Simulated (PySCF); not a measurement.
# C2H5ClOSi: the cost of one run

The runs use PySCF 2.14.0, with density-fitted response routines of our own; the level of theory stands in each step. All values are computed, except where a source is named. Atoms count from 0, in the outputs and in this text.

## (1) The starting structure

10 atoms, charge 0, multiplicity 1; geometry from: GFN2-xTB. The atoms were then displaced at random by about 0.01 Å, so the start is not that level's minimum.

Bonds of the start (Å): C0–C1 1.31, C1–Cl2 1.75, C1–O3 1.35, O3–Si4 1.63, C0–H5 1.10, C0–H6 1.07, Si4–H7 1.47, Si4–H8 1.45, Si4–H9 1.45.

## (2) Geometry optimisation at PBE0-D3(BJ)/def2-SVP

Job settings and geometry (Å):

```
{"job": {"xc": "PBE0", "basis": "def2-SVP", "d3": "d3bj", "grid": 1, "shake": 0.01, "kind": "geom"}, "charge": 0, "multiplicity": 1}
C     -1.680470     0.520370     1.120280
C     -0.831480     0.234520     0.170170
Cl    -1.319410     0.240850    -1.512330
O      0.466390    -0.083200     0.391090
Si     1.641840    -0.500700    -0.652520
H     -2.718630     0.807760     0.878920
H     -1.388880     0.538560     2.147230
H      2.695950    -0.694970     0.350270
H      1.907910     0.616460    -1.540260
H      1.277220    -1.700580    -1.373900
```

Run with:

```console
$ OMP_NUM_THREADS=1 python probes_run.py task.json out
```

The driver reads the jobs from task.json and runs them one after another.

Q: Estimate the wall time and peak memory of this first job on 1 thread of Arm Neoverse V1, shared host.

About 28 s, with a peak of 0.43 GiB.
